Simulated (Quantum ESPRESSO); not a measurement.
# MgO (Fm-3m) in Quantum ESPRESSO: single point with PBEsol

Aim: the single point of MgO with PBEsol.

Everything below comes from runs of Quantum ESPRESSO 7.5. Logs are shortened: lines on timing, memory, paths and dates and some standing lists are left out, and cuts for length are marked.

**Measured values to compare with.**

From “Electronic structure of alkaline earth and post-transition metal oxides”, 2009, arxiv:0908.1581, for a bulk crystal of MgO: band gap 7.83 eV.

The runs below are set against these values where they give the same quantity.

## Step 1: Starting point

The structure is cubic, space group Fm-3m (No. 225). Conventional cell: a = 4.194 Å, b = 4.194 Å, c = 4.194 Å, α = 90.00°, β = 90.00°, γ = 90.00°. Mg (site symmetry m-3m) is surrounded by 6 O at 2.10 Å. O (site symmetry m-3m) has 6 Mg at 2.10 Å as nearest neighbours.

The cell is a database's computed one.

## Step 2: Single point, PBEsol

File scf.in:

```
&CONTROL
  calculation = 'scf'
  prefix = 'pwscf'
  outdir = './tmp'
  pseudo_dir = './pseudo'
/
&SYSTEM
  ibrav = 0
  nat = 2
  ntyp = 2
  ecutwfc = 84
  nbnd = 14
  occupations = 'smearing'
  smearing = 'fd'
  degauss = 0.00367493
  force_symmorphic = .true.
/
&ELECTRONS
  conv_thr = 4d-10
  electron_maxstep = 120
  mixing_beta = 0.5
/
ATOMIC_SPECIES
Mg    24.3050 Mg.upf
O     15.9990 O.upf
CELL_PARAMETERS angstrom
   0.0000000000    2.0970013927    2.0970013927
   2.0970013927    0.0000000000    2.0970013927
   2.0970013927    2.0970013927    0.0000000000
ATOMIC_POSITIONS crystal
Mg     0.0000000000    0.0000000000    0.0000000000
O      0.5000000000    0.5000000000    0.5000000000
K_POINTS automatic
12 12 12 0 0 0
```

File nscf.in:

```
&CONTROL
  calculation = 'nscf'
  prefix = 'pwscf'
  outdir = './tmp'
  pseudo_dir = './pseudo'
/
&SYSTEM
  ibrav = 0
  nat = 2
  ntyp = 2
  ecutwfc = 84
  nbnd = 38
  occupations = 'fixed'
  force_symmorphic = .true.
/
&ELECTRONS
  conv_thr = 1d-08
  diago_full_acc = .true.
  diago_thr_init = 1d-06
/
ATOMIC_SPECIES
Mg    24.3050 Mg.upf
O     15.9990 O.upf
CELL_PARAMETERS angstrom
   0.0000000000    2.0970013927    2.0970013927
   2.0970013927    0.0000000000    2.0970013927
   2.0970013927    2.0970013927    0.0000000000
ATOMIC_POSITIONS crystal
Mg     0.0000000000    0.0000000000    0.0000000000
O      0.5000000000    0.5000000000    0.5000000000
K_POINTS automatic
12 12 12 0 0 0
```

Potentials or basis: PseudoDojo 0.4.1 SR PBEsol standard.

Run with:

```bash
$ OMP_NUM_THREADS=1 pw.x -in scf.in > scf.out
$ OMP_NUM_THREADS=1 pw.x -in nscf.in > nscf.out
```

scf.out:

```text
This program is part of the open-source Quantum ESPRESSO suite
     for quantum simulation of materials; please cite
[... 9 lines left out ...]
     --------------------
     sticks:   dense  smooth     PW     G-vecs:    dense   smooth      PW
     Sum         733     733    223                12939    12939    2229

     Using Slab Decomposition

     bravais-lattice index     =            0
     lattice parameter (alat)  =       5.6042  a.u.
     unit-cell volume          =     124.4580 (a.u.)^3
     number of atoms/cell      =            2
     number of atomic types    =            2
     number of electrons       =        16.00
     number of Kohn-Sham states=           14
     kinetic-energy cutoff     =      84.0000  Ry
     charge density cutoff     =     336.0000  Ry
     scf convergence threshold =      4.0E-10
     mixing beta               =       0.5000
     number of iterations used =            8  plain     mixing
     Exchange-correlation= PBESOL
                           (   1   4  10   8   0   0   0)

     celldm(1)=   5.604187  celldm(2)=   0.000000  celldm(3)=   0.000000
     celldm(4)=   0.000000  celldm(5)=   0.000000  celldm(6)=   0.000000

     crystal axes: (cart. coord. in units of alat)
               a(1) = (   0.000000   0.707107   0.707107 )
               a(2) = (   0.707107   0.000000   0.707107 )
               a(3) = (   0.707107   0.707107   0.000000 )

     reciprocal axes: (cart. coord. in units 2 pi/alat)
               b(1) = ( -0.707107  0.707107  0.707107 )
               b(2) = (  0.707107 -0.707107  0.707107 )
               b(3) = (  0.707107  0.707107 -0.707107 )

     PseudoPot. # 1 for Mg read from file:
     Mg.upf
     Pseudo is Norm-conserving, Zval = 10.0
     Generated using ONCVPSP code by D. R. Hamann
     Using radial grid of 1510 points,  4 beta functions with:
                l(1) =   0
                l(2) =   0
                l(3) =   1
                l(4) =   1

     PseudoPot. # 2 for O  read from file:
     O.upf
     Pseudo is Norm-conserving + core correction, Zval =  6.0
     Generated using ONCVPSP code by D. R. Hamann
     Using radial grid of  936 points,  5 beta functions with:
                l(1) =   0
                l(2) =   0
                l(3) =   1
                l(4) =   1
                l(5) =   2

     atomic species   valence    mass     pseudopotential
     Mg               10.00    24.30500     Mg( 1.00)
     O                 6.00    15.99900     O ( 1.00)

     48 Sym. Ops., with inversion, found

   Cartesian axes

     site n.     atom                  positions (alat units)
         1        Mg     tau(   1) = (   0.0000000   0.0000000   0.0000000  )
         2        O      tau(   2) = (   0.7071068   0.7071068   0.7071068  )

     number of k points=    72  Fermi-Dirac smearing, width (Ry)=  0.0037
                       cart. coord. in units 2pi/alat
        k(    1) = (   0.0000000   0.0000000   0.0000000), wk =   0.0011574
        k(    2) = (   0.0589256   0.0589256  -0.0589256), wk =   0.0092593
        k(    3) = (   0.1178511   0.1178511  -0.1178511), wk =   0.0092593
        k(    4) = (   0.1767767   0.1767767  -0.1767767), wk =   0.0092593
        k(    5) = (   0.2357023   0.2357023  -0.2357023), wk =   0.0092593
        k(    6) = (   0.2946278   0.2946278  -0.2946278), wk =   0.0092593
[... 64 lines left out ...]
        k(   71) = (  -0.7071068   0.2357023   0.0000000), wk =   0.0138889
        k(   72) = (  -0.7071068   0.3535534   0.0000000), wk =   0.0069444

     Dense  grid:    12939 G-vectors     FFT dimensions: (  36,  36,  36)

     Initial potential from superposition of free atoms

     starting charge      15.9992, renormalised to      16.0000
     Starting wfcs are    9 randomized atomic wfcs +    5 random wfcs

     Self-consistent Calculation

     iteration #  1     ecut=    84.00 Ry     beta= 0.50
     Davidson diagonalization with overlap
     ethr =  1.00E-02,  avg # of iterations =  5.3

     total energy              =    -151.71913049 Ry
     estimated scf accuracy    <       0.35041364 Ry

     iteration #  2     ecut=    84.00 Ry     beta= 0.50
     Davidson diagonalization with overlap
     ethr =  2.19E-03,  avg # of iterations =  2.1

     total energy              =    -151.81477325 Ry
     estimated scf accuracy    <       0.05608705 Ry

     iteration #  3     ecut=    84.00 Ry     beta= 0.50
     Davidson diagonalization with overlap
     ethr =  3.51E-04,  avg # of iterations =  2.1
[... 29 lines left out ...]
     total energy              =    -151.82405062 Ry
     estimated scf accuracy    <       0.00000002 Ry

     iteration #  8     ecut=    84.00 Ry     beta= 0.50
     Davidson diagonalization with overlap
     ethr =  1.48E-10,  avg # of iterations =  2.0

     total energy              =    -151.82405063 Ry
     estimated scf accuracy    <          1.2E-09 Ry

     iteration #  9     ecut=    84.00 Ry     beta= 0.50
     Davidson diagonalization with overlap
     ethr =  7.65E-12,  avg # of iterations =  2.0

     End of self-consistent calculation

          k = 0.0000 0.0000 0.0000 (  1639 PWs)   bands (ev):

   -63.7934 -30.7368 -30.7368 -30.7368  -9.1054   8.0956   8.0956   8.0956
    12.8864  23.9562  23.9562  23.9562  27.6923  29.8238

          k = 0.0589 0.0589-0.0589 (  1624 PWs)   bands (ev):

   -63.7928 -30.7431 -30.7374 -30.7374  -9.0260   7.6194   8.0475   8.0475
    13.3413  22.9481  24.1270  24.1270  29.0172  29.2215

          k = 0.1179 0.1179-0.1179 (  1609 PWs)   bands (ev):

   -63.7910 -30.7602 -30.7391 -30.7391  -8.8014   6.5658   7.9191   7.9191
    14.3032  21.5428  24.5268  24.5268  28.4600  28.4600

          k = 0.1768 0.1768-0.1768 (  1618 PWs)   bands (ev):

   -63.7886 -30.7835 -30.7415 -30.7415  -8.4738   5.3940   7.7504   7.7504
    15.2229  20.6468  24.7977  24.7977  28.3777  28.3777
[... 283 lines left out ...]
   -63.7815 -30.8091 -30.7687 -30.7653  -7.5744   4.1906   6.5405   6.7251
    17.7736  18.4169  21.1327  26.2435  27.2153  34.1428

          k =-0.0589-0.5303 0.6482 (  1629 PWs)   bands (ev):

   -63.7809 -30.8075 -30.7766 -30.7656  -7.4782   4.2802   6.0091   6.6772
    18.0486  19.1339  20.8385  25.6303  27.5486  34.0388

          k =-0.0000-0.4714 0.5893 (  1620 PWs)   bands (ev):

   -63.7809 -30.8005 -30.7876 -30.7624  -7.4516   4.6007   5.3420   6.7754
    18.4219  20.0080  20.4967  25.1502  27.6923  32.6485

          k =-0.7071 0.1179-0.0000 (  1622 PWs)   bands (ev):

   -63.7807 -30.8122 -30.7708 -30.7682  -7.4729   4.0770   6.4546   6.6122
    17.5672  18.5521  21.0367  26.3038  27.4165  34.2620

          k =-0.2357-0.4714 0.7071 (  1618 PWs)   bands (ev):

   -63.7831 -30.8026 -30.7707 -30.7544  -7.7353   4.4932   6.2081   7.0617
    18.1364  19.1224  21.6986  25.3487  27.6370  31.1919

          k =-0.1768-0.4125 0.6482 (  1620 PWs)   bands (ev):

   -63.7819 -30.8047 -30.7777 -30.7580  -7.5647   4.4365   5.7629   6.8796
    18.5833  19.6280  21.1085  24.9044  28.5911  30.5440

          k =-0.1179-0.3536 0.5893 (  1622 PWs)   bands (ev):

   -63.7815 -30.8053 -30.7802 -30.7597  -7.5005   4.4386   5.5808   6.8071
    18.6405  20.0356  20.8958  24.6584  29.0127  30.2348
[... 13 lines left out ...]
   -63.7811 -30.7968 -30.7888 -30.7631  -7.4661   4.8197   5.2018   6.6290
    19.2508  19.7521  20.6008  24.2875  29.5907  29.9777

          k =-0.7071 0.2357 0.0000 (  1626 PWs)   bands (ev):

   -63.7807 -30.8034 -30.7795 -30.7693  -7.4390   4.4724   5.8108   6.3961
    18.5968  19.5880  20.5572  24.6771  28.3626  32.9070

          k =-0.7071 0.3536 0.0000 (  1628 PWs)   bands (ev):

   -63.7807 -30.7915 -30.7915 -30.7699  -7.4218   5.0838   5.0838   6.2921
    19.7143  19.7143  20.3477  23.6883  30.1597  30.1597

     the Fermi energy is    10.4334 ev

!    total energy              =    -151.82405063 Ry
     estimated scf accuracy    <          1.2E-11 Ry
     smearing contrib. (-TS)   =       0.00000000 Ry
     internal energy E=F+TS    =    -151.82405063 Ry

     The total energy is F=E-TS. E is the sum of the following terms:
     one-electron contribution =     -73.69341979 Ry
     hartree contribution      =      41.14588842 Ry
     xc contribution           =     -24.10175357 Ry
     ewald contribution        =     -95.17476569 Ry

     convergence has been achieved in   9 iterations

=------------------------------------------------------------------------------=
   JOB DONE.
=------------------------------------------------------------------------------=
```

Run time: 52 s. Hardware: 1 thread of Arm Neoverse V1, shared host; peak memory 0.06 GiB.

What came out:

```yaml
Band_gap_on_the_k_mesh_mean-field_level: 4.79 eV, direct
```

Levels at points of the mesh, in eV from the valence-band top:
| k point | band 5 | band 6 | band 7 | band 8 | band 9 | band 10 | band 11 | band 12 |
| --- | --- | --- | --- | --- | --- | --- | --- | --- |
| (0.00, 0.00, 0.00) | -17.20 | 0.00 | 0.00 | 0.00 | 4.79 | 15.86 | 15.86 | 15.86 |
| (0.00, 0.00, -0.50) | -15.82 | -4.71 | -0.66 | -0.66 | 7.85 | 12.65 | 16.33 | 16.33 |
| (0.00, -0.50, -0.50) | -15.59 | -4.15 | -1.37 | -1.37 | 9.04 | 10.04 | 13.09 | 19.03 |

## Step 3: How close it comes

Step 2. A measured gap of MgO is 7.83 eV (quoted in “Electronic structure of alkaline earth and post-transition metal oxides”, 2009, arxiv:0908.1581); the calculated 4.79 eV misses it by -3.04 eV. The value is that of PBEsol on a finite k mesh, which can miss the band edges, without temperature or zero-point motion. Semilocal functionals fall short of measured gaps as a rule. The cell is a database's relaxed one, not the measured one, which moves gaps too.
